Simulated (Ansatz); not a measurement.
**Al: a tetragonal deformation path**

One table from this session's results is given with a row withheld; the runs are named, their logs left out.

Method: DFT PBEsol, scalar-relativistic, plane waves, PAW, in Ansatz 0.2.0.

**The starting structure**

Symmetry: Fm-3m, No. 225, cubic system. The conventional cell has a = 4.048 Å, b = 4.048 Å, c = 4.048 Å, α = 90.00°, β = 90.00°, γ = 90.00°. Al (site symmetry m-3m) has 12 Al at 2.86 Å in its first shell of neighbours.

Structure file:

```xyz
1
Lattice="0.0000 2.0240 2.0240 2.0240 0.0000 2.0240 2.0240 2.0240 0.0000" Properties=species:S:1:pos:R:3 pbc="T T T"
Al    0.0000    0.0000    0.0000
```

No relaxation comes first: the listed cell is the starting point.

**Zero of energy**

Reference values: F = -524.5494 eV; pressure -1.89 GPa; largest force 0.000 eV/Å; gap on the mesh none (metal). It was computed beforehand with the settings of the runs below.

Set-up of the first run:

At fixed volume and fractional coordinates, lengths along (0.000, 0.000, 1.000) are scaled against those across it; ρ is that ratio over its starting value.

Contents of input.yaml:

```yaml
crystal:
  lattice:
    - [0.0, 2.271955106, 1.6062722599]
    - [2.271955106, 0.0, 1.6062722599]
    - [2.271955106, 2.271955106, 0.0]
  atoms:
    - { symbol: Al, position: [0.0, 0.0, 0.0] }
basis:
  ecutwfc: 420
kpoints:
  mp_grid: { grid: [22, 22, 22] }
hamiltonian:
  xc: pbesol
scf:
  occupations: { method: gaussian, width: 0.15 }
output:
  forces: true
  stress: true
  eigenvalues: true
```

On the command line:

```sh
> ansatz run input.yaml --threads 1 --pin off --max-ram 2560MiB --backend cpu --events-out ev --progress --plain --runs-dir out
```

Steps of the session up to this table: Point ρ = 0.707; ρ = 1.414; ρ = 0.850; ρ = 1.200; Point ρ = 0.780; At ρ = 1.300; ρ = 0.920; ρ = 1.100; Point ρ = 0.650; At ρ = 1.500; ρ = 0.960; At ρ = 1.050.

One table of the session follows, with a row left open; its other results are not shown here.

The scan, with free energies counted from the undisturbed cell:

| ρ | ΔE (meV/atom) | pressure (GPa) |
| --- | --- | --- |
| 0.650 | 89.6 | -0.1 |
| 0.707 | 96.0 | 0.0 |
| 0.780 | 83.2 | -0.2 |
| 0.850 | 45.1 | -0.7 |
| 0.920 | 13.5 | -1.5 |
| 0.960 | 3.5 | -1.8 |
| 1.000 | 0.0 | -1.9 |
| 1.050 | 5.4 | -1.7 |
| 1.100 | 17.9 | -1.3 |
| 1.200 | 69.8 | 0.7 |
| 1.300 | 155.8 | 3.5 |
| 1.414 | ? | ? |
| 1.500 | 423.4 | 10.8 |

**Question.** Estimate the row for ρ = 1.414.

Worked estimate for «ΔE (meV/atom)». A straight line through the neighbours (1.300, 155.8) and (1.500, 423.4) gives 155.8 + (423.4 − 155.8) × (1.414 − 1.300) / (1.500 − 1.300) = 308.3; a parabola fitted to 3 rows on both sides gives 292.7.

As computed: ΔE (meV/atom): 294.9; pressure (GPa): 7.4. In «ΔE (meV/atom)» the line misses by +13.4 and the parabola by -2.2.
